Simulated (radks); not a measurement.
**Ni¹⁹⁺ in [He] 2s2 2p4.75 3d0.25: an all-electron calculation**

One table from this session's results is given with a row withheld; the runs are named, their logs left out.

Method: scalar-relativistic Kohn-Sham, exchange-only B88, spin-unpolarised, spherical densities, finite nucleus. Code: radks (a radial shooting solver on a logarithmic mesh, Libxc functionals) version 1.

## The system

- element: nickel (Z = 28)
- charge: +19
- electrons: 9
- configuration: [He] 2s2 2p4.75 3d0.25
- nuclear rms radius: 3.7757 fm

The first run:

The run's settings:

```text
Z 28
configuration [He] 2s2 2p4.75 3d0.25
relativity scalar-relativistic
functional b88,
spin unpolarised
nucleus finite rms 3.7757 fm
c 137.035999084
```

One of the session's tables, all rows but one given; the rest of the session is left out.

It belongs to the step «Radial structure». From the orbitals of this run (lengths in bohr):

```
level     <r>  outermost maximum (interpolated)  90 % within
   1s       ?                                 ?            ?
   2s  0.2369                             0.201        0.365
   2p  0.2062                             0.161        0.335
   3d  0.5045                             0.428        0.767
```

**Question.** Estimate the row for 1s.

As computed: <r>: 0.05400; outermost maximum (interpolated): 0.0354; 90 % within: 0.0964. In the column «<r>» it is the lowest.
